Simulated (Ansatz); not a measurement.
# ClF₃OW: how energies converge with the basis set

An exercise on one series of results from a longer session: the logs are not shown, and one member is left open.

Method: one geometry, several basis sets; program: Ansatz 0.2.0, Gaussian basis.

Levels to be run: PBE0-D4/def2-SVP; ωB97M-V/def2-SVP; PBE0-D4/def2-QZVPP; ωB97M-V/def2-QZVPP; the functionals' def2-TZVPP values are taken from earlier runs.

**Structure used throughout**

An earlier PBE0-D4 in a triple-zeta def2 set relaxation fixed the geometry. W takes the def2 core potential; no spin-orbit term is included.

SMILES `[O]=[W]([F])([F])([F])[Cl]`, 6 atoms, charge 0, spin multiplicity 1.

Atoms are counted from 1 here; the program's logs count them from 0.

Bond lengths: O1–W2 1.670 Å, W2–F3 1.851 Å, W2–F4 1.851 Å, W2–F5 1.852 Å, W2–Cl6 2.271 Å. Angles: O1–W2–F3 103.0°, O1–W2–F4 103.0°, O1–W2–F5 107.8°, O1–W2–Cl6 106.1°, F3–W2–F4 153.9°, F3–W2–F5 84.8°, F3–W2–Cl6 87.7°, F4–W2–F5 84.8°, F4–W2–Cl6 87.7°, F5–W2–Cl6 146.1°.

The first run:

The input, in.yaml:

```yaml
crystal:
  periodic: [false, false, false]
  atoms:
    - {symbol: O, position_ang: [-0.310343, -1.609218, 0.574433]}
    - {symbol: W, position_ang: [0.026816, -0.087573, -0.025466]}
    - {symbol: F, position_ang: [1.563771, 0.388206, 0.888860]}
    - {symbol: F, position_ang: [-1.292898, 0.158550, -1.299187]}
    - {symbol: F, position_ang: [1.156370, -0.289718, -1.478953]}
    - {symbol: Cl, position_ang: [-1.101616, 1.375752, 1.294112]}
basis:
  gaussian: {orbitals: def2-SVP}
hamiltonian: {xc: pbe0, dispersion: d4}
output: {orbitals: {seedname: orbitals}}
```

Among the steps run: PBE0-D4 in def2-SVP; ωB97M-V in def2-SVP; PBE0-D4 in def2-QZVPP; ωB97M-V in def2-QZVPP.

One table of the session follows, with a row left open; its other results are not shown here.

It belongs to the step «Density functionals: the series». 

| functional | basis | HOMO (eV) | LUMO (eV) |
| --- | --- | --- | --- |
| PBE0-D4 | def2-SVP | ? | ? |
| PBE0-D4 | def2-TZVPP | -10.25 | -4.24 |
| PBE0-D4 | def2-QZVPP | -10.26 | -4.25 |
| ωB97M-V | def2-SVP | -12.48 | -2.15 |
| ωB97M-V | def2-TZVPP | -12.50 | -2.01 |
| ωB97M-V | def2-QZVPP | -12.52 | -2.04 |

Q: Estimate the row for PBE0-D4, def2-SVP from the others.

**Answer.** HOMO (eV): -10.28; LUMO (eV): -4.39. In the column «HOMO (eV)» it lies between ωB97M-V, def2-SVP (-12.48) and PBE0-D4, def2-QZVPP (-10.26).
